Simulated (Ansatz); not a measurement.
**CH4Cl2FNOW: a ladder of functionals and wavefunction methods**

The task here is to estimate one member of a computed series from the others.

The runs use Ansatz 0.2.0, Gaussian basis; functionals in def2-TZVPP, the program's frozen cores in correlated methods.

Levels to be run: LDA (SPW92), PBE-D4, revPBE-D4, BLYP-D4, r2SCAN-D4, B97M-V, PBE0-D4, B3LYP-D4, r2SCANh-D4, r2SCAN0-D4, HSE06-D4, BHLYP-D4, CAM-B3LYP-D4, LC-ωPBE, ωB97X-V, ωB97M-V, B2PLYP, PBE-QIDH; CCSD(T)/def2-SVP; CCSD(T)/def2-TZVPP; MP2/def2-QZVPP; extrapolation to the limit; RPA on PBE.

## Structure used throughout

An earlier PBE0-D4 in a triple-zeta def2 set relaxation fixed the geometry. W takes the def2 core potential; no spin-orbit term is included.

SMILES `C[N]=[W]([OH])([F])([Cl])[Cl]`, 11 atoms, charge 0, spin multiplicity 1.

Atoms are counted from 1 here; the program's logs count them from 0.

Bond lengths: C1–N2 1.407 Å, C1–H8 1.095 Å, C1–H9 1.097 Å, C1–H10 1.095 Å, N2–W3 1.738 Å, W3–O4 1.862 Å, W3–F5 1.857 Å, W3–Cl6 2.374 Å, W3–Cl7 2.294 Å, O4–H11 0.962 Å. Angles: N2–C1–H8 110.7°, N2–C1–H9 109.3°, N2–C1–H10 110.9°, H8–C1–H9 108.7°, H8–C1–H10 108.7°, H9–C1–H10 108.5°, C1–N2–W3 169.3°, N2–W3–O4 98.3°, N2–W3–F5 94.2°, N2–W3–Cl6 172.8°, N2–W3–Cl7 89.4°, O4–W3–F5 117.3°, O4–W3–Cl6 88.5°, O4–W3–Cl7 115.3°, F5–W3–Cl6 84.7°, F5–W3–Cl7 126.1°, Cl6–W3–Cl7 85.6°, W3–O4–H11 118.2°.

Coordinates:

```tsv
atom	x (Å)	y (Å)	z (Å)
C1	1.01390	-1.61881	-0.43916
N2	0.22806	-0.46800	-0.24692
W3	-0.45859	1.10338	0.03679
O4	-1.90193	0.57876	1.08991
F5	-0.79114	1.43358	-1.75983
Cl6	-1.13100	3.35916	0.34751
Cl7	1.43349	1.69414	1.19119
H8	1.16422	-1.81053	-1.50639
H9	1.99259	-1.47270	0.03406
H10	0.53808	-2.49602	0.01149
H11	-2.02228	-0.35997	1.26194
```

The first run:

File in.yaml:

```yaml
crystal:
  periodic: [false, false, false]
  atoms:
    - {symbol: C, position_ang: [1.013897, -1.618806, -0.439159]}
    - {symbol: N, position_ang: [0.228060, -0.468003, -0.246917]}
    - {symbol: W, position_ang: [-0.458588, 1.103382, 0.036791]}
    - {symbol: O, position_ang: [-1.901932, 0.578756, 1.089910]}
    - {symbol: F, position_ang: [-0.791138, 1.433577, -1.759826]}
    - {symbol: Cl, position_ang: [-1.130998, 3.359165, 0.347508]}
    - {symbol: Cl, position_ang: [1.433486, 1.694141, 1.191186]}
    - {symbol: H, position_ang: [1.164217, -1.810529, -1.506391]}
    - {symbol: H, position_ang: [1.992592, -1.472697, 0.034064]}
    - {symbol: H, position_ang: [0.538080, -2.496017, 0.011493]}
    - {symbol: H, position_ang: [-2.022276, -0.359968, 1.261940]}
basis:
  gaussian: {orbitals: def2-TZVPP}
hamiltonian: {xc: lda}
output: {orbitals: {seedname: orbitals}}
```

Command:

```console
> ansatz run in.yaml --threads 2 --pin off --events-out ev --progress --plain --max-ram 32768MiB --backend cuda --devices 0, --max-vram 18GiB
```

Among the steps run: LDA; PBE-D4 (GGA); revPBE-D4 (GGA); BLYP-D4 (GGA); r2SCAN-D4 (meta-GGA); B97M-V (meta-GGA); B3LYP-D4 (hybrid); r2SCANh-D4 (hybrid); r2SCAN0-D4 (hybrid); HSE06-D4 (hybrid); BHLYP-D4 (hybrid); CAM-B3LYP-D4 (range-separated); LC-ωPBE (range-separated); ωB97X-V (range-separated); ωB97M-V (range-separated); B2PLYP (double hybrid); PBE-QIDH (double hybrid).

One table of the session follows, with a row left open; its other results are not shown here.

```
  functional  HOMO (eV)  LUMO (eV)  gap (eV)
 LDA (SPW92)      -6.90      -3.29      3.62
      PBE-D4      -6.73      -3.07      3.66
   revPBE-D4      -6.66      -2.99      3.68
     BLYP-D4      -6.56      -2.97      3.60
   r2SCAN-D4      -7.08      -3.05      4.03
      B97M-V      -7.18      -3.04      4.14
     PBE0-D4      -8.11      -2.41      5.70
    B3LYP-D4      -7.83      -2.61      5.21
  r2SCANh-D4      -7.58      -2.79      4.79
  r2SCAN0-D4      -8.34      -2.39      5.95
    HSE06-D4          ?          ?         ?
    BHLYP-D4      -9.34      -1.59      7.75
CAM-B3LYP-D4      -9.44      -1.41      8.03
     LC-ωPBE     -10.85      -0.33     10.52
     ωB97X-V     -10.47      -0.38     10.09
     ωB97M-V     -10.32      -0.42      9.90
```

Q: Estimate the row for HSE06-D4 from the others.

**Answer.** HOMO (eV): -7.71; LUMO (eV): -2.78; gap (eV): 4.93. In the column «HOMO (eV)» it lies between B3LYP-D4 (-7.83) and r2SCANh-D4 (-7.58).
